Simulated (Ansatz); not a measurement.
# C: the cost of one run

Computed with Ansatz 0.2.0 (DFT r2SCAN+D3(BJ), scalar-relativistic, plane waves, PAW, unless a step's input says otherwise).

### Step 1. Starting point

It takes space group P6_3/mmc (No. 194, hexagonal). The conventional cell has a = 2.467 Å, b = 2.467 Å, c = 7.803 Å, α = 90.00°, β = 90.00°, γ = 120.00°. C (site symmetry -6m2) is surrounded by 3 C at 1.42 Å.

As a file:

```
C
1.0
     2.46729    0.00000    0.00000
    -1.23365    2.13674    0.00000
     0.00000    0.00000    7.80307
C
4
Direct
  0.00000 0.00000 0.25000
  0.00000 0.00000 0.75000
  0.33333 0.66667 0.25000
  0.66667 0.33333 0.75000
```

Source of the structure: the Materials Project (structure only).

(A quick probe on a coarse mesh, which set the mesh and smearing, is not shown.)

### Step 3. The relaxation

File input.yaml:

```yaml
crystal:
  lattice:
    - [2.4672912616, 0.0, 0.0]
    - [-1.2336456308, 2.1367369111, 0.0]
    - [0.0, 0.0, 7.803073]
  atoms:
    - { symbol: C, position: [0.0, 0.0, 0.25] }
    - { symbol: C, position: [0.0, 0.0, 0.75] }
    - { symbol: C, position: [0.33333333, 0.66666667, 0.25] }
    - { symbol: C, position: [0.66666667, 0.33333333, 0.75] }
basis:
  ecutwfc: 500
kpoints:
  mp_grid: { grid: [21, 21, 6] }
hamiltonian:
  xc: r2scan
  dispersion: d3bj
scf:
  occupations: { method: gaussian, width: 0.1 }
output:
  forces: true
  stress: true
  eigenvalues: true
relax:
  adjacent_minimum: "off"
  f_tol: 0.005
  max_steps: 80
  cell: { stress_tol: 0.05 }
```

Run with:

```sh
ansatz run input.yaml --threads 2 --pin off --max-ram 5120MiB --backend cpu --events-out ev --progress --plain --runs-dir out
```

What time and memory should one allow on 2 threads of Intel Xeon Platinum 8259CL at 2.50GHz (Skylake/Cascade Lake), shared host?

About 50 s, with a peak of 0.56 GiB.
